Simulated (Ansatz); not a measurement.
# C2H2ClGa (SMILES C#[C][GaH][Cl]) at B2PLYP/cc-pVDZ

Aim: the vertical singlet–triplet gap of C2H2ClGa at B2PLYP/cc-pVDZ, from 2 runs. 

Program for the calculation: Ansatz 0.2.0.

56 further runs of the same task are left out: 56 set aside as unsound or not needed. Runs told in other sessions of the task aren't counted.

## Step 1: The structure to begin with

C2H2ClGa: 6 atoms, total charge 0, spin state singlet. SMILES: `C#[C][GaH][Cl]`. Geometry: relaxed at PBE0-D4/def2-TZVP.

Bond lengths: C1–C2 1.208 Å, C2–Ga3 1.900 Å, Ga3–Cl4 2.140 Å, C1–H5 1.067 Å, Ga3–H6 1.547 Å. Angles: C1–C2–Ga3 179.1°, C2–Ga3–Cl4 115.4°, C2–C1–H5 179.8°, C2–Ga3–H6 126.7°, Cl4–Ga3–H6 117.8°.

## Step 2: A single-point energy at B2PLYP/cc-pVDZ

Input file molecule.yaml:

```yaml
crystal:
  periodic: [false, false, false]
  atoms:
    - {symbol: C, position_ang: [0.577800, 1.057900, -1.454500]}
    - {symbol: C, position_ang: [0.247000, 0.412500, -0.488700]}
    - {symbol: Ga, position_ang: [-0.252900, -0.587200, 1.048000]}
    - {symbol: Cl, position_ang: [-1.745400, -2.085600, 0.724100]}
    - {symbol: H, position_ang: [0.867100, 1.625700, -2.309900]}
    - {symbol: H, position_ang: [0.306500, -0.423300, 2.481100]}
basis:
  gaussian:
    orbitals: cc-pVDZ
hamiltonian:
  xc: {name: B2PLYP}
correlation:
  frozen_orbitals: {C: 1, Cl: 5, Ga: 9, H: 0}
accuracy: high
output:
  orbitals: {seedname: orbitals}
```

The run is started by

```
$ ansatz run molecule.yaml --threads 1 --pin off --max-ram 2610MiB --events-out events.jsonl --progress --plain --runs-dir runs
```

The program printed:

```text
Warning: RAYON_NUM_THREADS=1 ignored (pool sized by the plan → 1); use --threads N
Functional definition: B2PLYP
  name "B2PLYP"
  parameter a = 0.53
  parameter c = 0.27
  exchange = (1 - a)*b88_x + a*exact_x
  correlation = (1 - c)*lyp_c + c*(mp2_os + mp2_ss)
1779 factors; integrals over basis functions are off by at most 4.4e-9 eV
mean field evaluation 1: about -66981.3500 eV, gradient 3.2e1 eV
mean field evaluation 2: about -66981.6783 eV, gradient 3.1e1 eV
mean field evaluation 4: about -66984.4574 eV, gradient 1.4e0 eV
mean field evaluation 8: about -66984.4770 eV, gradient 5.6e-2 eV
mean field evaluation 16: about -66984.4770 eV, gradient 2.2e-5 eV
mean field -66984.47703931 eV, -2461.6341274855 hartree, gradient 3.4e-8 eV, S^2 0.000000; 0 other end points of the search recorded, 0 dependent functions left out
16 core orbitals not correlated: weight in the atoms' cores, before any rotation towards them, 1.000 or more for the frozen orbitals, at most 0.000 for the correlated occupied ones
reference -66984.47706445 eV, -2461.6341284093 hartree; 15, 15 occupied and 52, 52 virtual orbitals, 1779 factors
second order -15.78935110 eV of doubles, -0.00000000 eV of singles
Total energy: -66988.74018925 eV, -2461.7907953560 hartree
```

Run time: 4.2 s. Hardware: 1 thread of AMD EPYC 9R45 (Zen 5), shared host; peak memory 0.3 GiB.

## Step 3: The triplet, same level

Input file job.yaml:

```yaml
crystal:
  periodic: [false, false, false]
  atoms:
    - symbol: C
      position_ang: [0.577800, 1.057900, -1.454500]
    - symbol: C
      position_ang: [0.247000, 0.412500, -0.488700]
    - symbol: Ga
      position_ang: [-0.252900, -0.587200, 1.048000]
    - symbol: Cl
      position_ang: [-1.745400, -2.085600, 0.724100]
    - symbol: H
      position_ang: [0.867100, 1.625700, -2.309900]
    - symbol: H
      position_ang: [0.306500, -0.423300, 2.481100]
basis:
  gaussian:
    orbitals: cc-pVDZ
magnetization:
  spin_polarized: true
  initial_magnetization: 2
hamiltonian:
  xc: {name: B2PLYP}
output: {orbitals: {seedname: orbitals}}
accuracy: high
correlation:
  frozen_orbitals: {C: 1, Cl: 5, Ga: 9, H: 0}
```

The run is started by

```
$ ansatz run job.yaml --threads 1 --pin off --max-ram 2610MiB --events-out events.jsonl --progress --plain --runs-dir runs
```

The program printed (excerpt; [...] marks lines left out):

```text
Warning: RAYON_NUM_THREADS=1 ignored (pool sized by the plan → 1); use --threads N
Functional definition: B2PLYP
  name "B2PLYP"
[...]
1779 factors; integrals over basis functions are off by at most 4.4e-9 eV
[...]
mean field -66980.04738516 eV, -2461.4713406980 hartree, gradient 4.0e-8 eV, S^2 2.007549; 4 other end points of the search recorded, 0 dependent functions left out
16 core orbitals not correlated: weight in the atoms' cores, before any rotation towards them, 1.000 or more for the frozen orbitals, at most 0.000 for the correlated occupied ones
reference -66980.04741036 eV, -2461.4713416241 hartree; 16, 14 occupied and 51, 53 virtual orbitals, 1779 factors
second order -14.03135998 eV of doubles, -0.00000000 eV of singles
Total energy: -66983.83587756 eV, -2461.6105652256 hartree
```

Run time: 14 s. Hardware: 1 thread of AMD EPYC 9R45 (Zen 5), shared host; peak memory 0.64 GiB.

## Step 4: What came out

Level: B2PLYP/cc-pVDZ, 16 core orbitals frozen.

```
                                                         quantity           value
                                            singlet: total energy  -2461.79080 Eh
                       singlet: HOMO energy (SCF part's orbitals)        -9.34 eV
                       singlet: LUMO energy (SCF part's orbitals)        -0.83 eV
                     singlet: HOMO–LUMO gap (SCF part's orbitals)         8.51 eV
                                            triplet: total energy  -2461.61057 Eh
triplet: HOMO energy (SCF part's orbitals) (highest over α and β)        -5.00 eV
 triplet: LUMO energy (SCF part's orbitals) (lowest over α and β)        -4.26 eV
                                                    triplet: ⟨S²⟩           2.008
                 vertical energy of the triplet above the singlet        4.904 eV
```

**Reading.** At this shape the triplet lies 4.90 eV (113 kcal/mol) above the singlet.
